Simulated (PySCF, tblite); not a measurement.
# C₇H₁₀OSi: geometry, infrared bands and NMR shifts

Wanted: the infrared bands and NMR shifts of C₇H₁₀OSi (`C#C[C@](C=C)(C=O)C[SiH3]`), by calculation.

Programs: tblite 0.8.0 and PySCF 2.14.0, with density-fitted response routines of our own. Each step states its level of theory. These are calculated values for one molecule in the gas phase, unless marked as measured. Atoms are numbered from 0 throughout.

## (1) The starting structure

19 atoms, charge 0, multiplicity 1; geometry from: force field or distance geometry start.

Bonds of the start (Å): C0–C1 1.19, C1–C2 1.50, C2–C3 1.45, C3–C4 1.32, C2–C5 1.47, C5–O6 1.24, C2–C7 1.51, C7–Si8 1.85, C0–H9 1.08, C3–H10 1.11, C4–H11 1.09, C4–H12 1.07, C5–H13 1.09, C7–H14 1.12, C7–H15 1.10, Si8–H16 1.46, Si8–H17 1.46, Si8–H18 1.46.

## (2) Relaxing the molecule with GFN2-xTB

The job: settings as JSON, then the geometry in Å.

```
{"job": {"kind": "relax", "xc": "GFN2-xTB", "basis": "xTB"}, "charge": 0, "multiplicity": 1}
C     -2.033100     1.859300    -1.130900
C     -1.227100     1.191800    -0.563900
C     -0.222000     0.336500     0.147500
C     -0.760200    -1.012000     0.229100
C     -1.955200    -1.365100    -0.211600
C     -0.054900     0.912600     1.488500
O      1.068100     1.309300     1.845400
C      1.055600     0.322000    -0.658800
Si     2.393100    -0.710100     0.089600
H     -2.769800     2.448500    -1.651000
H     -0.169500    -1.823400     0.700500
H     -2.340700    -2.379900    -0.142800
H     -2.558000    -0.600900    -0.666200
H     -0.911500     0.979700     2.151400
H      1.374200     1.391100    -0.783900
H      0.839400    -0.049700    -1.676300
H      1.853400    -2.013700     0.480100
H      2.936500     0.025400     1.232400
H      3.471800    -0.812000    -0.886800
```

Started as:

```sh
$ OMP_NUM_THREADS=1 python probes_run.py task.json out
```

The driver reads the jobs from task.json and runs them one after another.

**Question.** This job is followed by: GFN2-xTB harmonic vibrations, gas phase; GIAO PBE0/pcSseg-1 NMR shielding, non-relativistic, gas phase. Predict these results of the whole session: strongest single infrared mode (GFN2-xTB); zero-point energy (GFN2-xTB); ¹³C shifts against TMS (PBE0/pcSseg-1); ¹H shifts against TMS (PBE0/pcSseg-1, means over atoms taken as alike); ¹⁷O shifts against H2O (PBE0/pcSseg-1); ²⁹Si shifts against TMS (PBE0/pcSseg-1); surface potential, 1st and 99th percentile.

As calculated:

| quantity | value |
| --- | --- |
| strongest single infrared mode (GFN2-xTB) | 2160 cm⁻¹, 451 km/mol |
| zero-point energy (GFN2-xTB) | 86.7 kcal/mol |
| ¹³C shifts against TMS (PBE0/pcSseg-1) | 202.6, 141.0, 131.7, 91.3, 80.8, 51.8, 19.2 ppm |
| ¹H shifts against TMS (PBE0/pcSseg-1, means over atoms taken as alike) | 9.16, 6.14, 6.01, 5.93, 4.19, 1.97, 1.41, 1.39 ppm |
| ¹⁷O shifts against H2O (PBE0/pcSseg-1) | 608.8 ppm |
| ²⁹Si shifts against TMS (PBE0/pcSseg-1) | -80.9 ppm |
| surface potential, 1st and 99th percentile | -1.25 V and 1.49 V |

The optimisation took 183 steps and gained 0.644 eV; among the close pairs (by a distance rule), C7–Si8 changed most, from 1.848 to 1.916 Å. All 51 modes are real, so the xTB geometry is a minimum. The strongest single mode, at 2160 cm⁻¹, moves mainly H18. Unscaled tight-binding wavenumbers are off by several per cent, some by more. Its intensities can rank the bands wrongly. The most deshielded carbon is C5 (aldehyde carbonyl carbon), at 202.6 ppm: the double bond to the heteroatom, with no lone-pair donor beside it, deshields it most. H13 (hydrogen on an aldehyde carbonyl carbon) lies farthest downfield among hydrogen, at 9.16 ppm; deshielded by the polar, anisotropic C=O bond. At PBE0/pcSseg-1: The widest tensor belongs to O6: span 1094 ppm, with a paramagnetic part of -674 ppm. By nearest atom (PBE0/pcSseg-1), the HOMO sits on O6 31 %; C0, C2, C4 about 8 % each and the LUMO on C5 34 %; O6 25 %.
